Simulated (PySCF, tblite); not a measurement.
# C₆H₈NP: geometry, infrared bands and NMR shifts

Aim: predict the infrared bands and NMR shifts of C₆H₈NP (`N#CCP1C=CCC1`).

Programs: tblite 0.8.0 and PySCF 2.14.0, with density-fitted response routines of our own. Each step states its level of theory. These are calculated values for one molecule in the gas phase, unless marked as measured. Atoms are numbered from 0 throughout.

### Step 1. The starting structure

16 atoms, charge 0, multiplicity 1; geometry from: force field or distance geometry start.

Bonds of the start (Å): N0–C1 1.17, C1–C2 1.46, C2–P3 1.85, P3–C4 1.85, C4–C5 1.32, C5–C6 1.45, C6–C7 1.50, C7–P3 1.90, C2–H8 1.12, C2–H9 1.10, C4–H10 1.09, C5–H11 1.11, C6–H12 1.14, C6–H13 1.11, C7–H14 1.10, C7–H15 1.10.

### Step 2. Geometry optimisation with GFN2-xTB

The job: settings as JSON, then the geometry in Å.

```
{"job": {"kind": "relax", "xc": "GFN2-xTB", "basis": "xTB"}, "charge": 0, "multiplicity": 1}
N      2.620700    -1.576600     0.466400
C      2.360200    -0.535800     0.000600
C      2.043300     0.772700    -0.567300
P      0.274800     1.134800    -0.144500
C     -0.894600     0.383700    -1.372400
C     -1.804600    -0.280100    -0.689800
C     -1.659600    -0.255800     0.752900
C     -0.237800    -0.091700     1.214900
H      2.105000     0.726000    -1.681300
H      2.753800     1.525100    -0.206400
H     -0.848400     0.475300    -2.461200
H     -2.623400    -0.823800    -1.208100
H     -1.989500    -1.288800     1.116400
H     -2.356500     0.442800     1.268500
H     -0.127100     0.402700     2.186400
H      0.376100    -1.001500     1.116100
```

Launch:

```console
OMP_NUM_THREADS=1 python probes_run.py task.json out
```

This one command runs all jobs of the session in turn.

**Question.** This job is followed by: GFN2-xTB harmonic vibrations, gas phase; GIAO PBE0/pcSseg-1 NMR shielding, non-relativistic, gas phase. Predict these results of the whole session: strongest single infrared mode (GFN2-xTB); zero-point energy (GFN2-xTB); ¹³C shifts against TMS (PBE0/pcSseg-1); ¹H shifts against TMS (PBE0/pcSseg-1, means over atoms taken as alike); ¹⁵N shifts against NH3 (PBE0/pcSseg-1); ³¹P shifts against H3PO4 (PBE0/pcSseg-1); surface potential, 1st and 99th percentile.

**Answer**, as computed:

| quantity | value |
| --- | --- |
| strongest single infrared mode (GFN2-xTB) | 2391 cm⁻¹, 232 km/mol |
| zero-point energy (GFN2-xTB) | 77.2 kcal/mol |
| ¹³C shifts against TMS (PBE0/pcSseg-1) | 158.0, 131.6, 122.9, 40.5, 24.8, 18.8 ppm |
| ¹H shifts against TMS (PBE0/pcSseg-1, means over atoms taken as alike) | 7.11, 6.05, 3.19, 2.13, 2.06 ppm |
| ¹⁵N shifts against NH3 (PBE0/pcSseg-1) | 300.9 ppm |
| ³¹P shifts against H3PO4 (PBE0/pcSseg-1) | 3.5 ppm |
| surface potential, 1st and 99th percentile | -1.78 V and 1.29 V |

In words: Over 120 steps the energy fell by 0.827 eV; of the close pairs, C6–H12 changed most, 1.144 to 1.093 Å. No mode is imaginary among the 42: a minimum at this level. The strongest single mode, at 2391 cm⁻¹, moves mainly C1 and N0. Unscaled tight-binding wavenumbers are off by several per cent, some by more. Its intensities can rank the bands wrongly. At PBE0/pcSseg-1: The largest span, 497 ppm, is at N0, where the paramagnetic term is -373 ppm. At PBE0/pcSseg-1, counted by nearest atom on the grid, the HOMO lies on P3 46 %; C4, C5 about 12 % each, the LUMO on C5 27 %; C4 19 %.
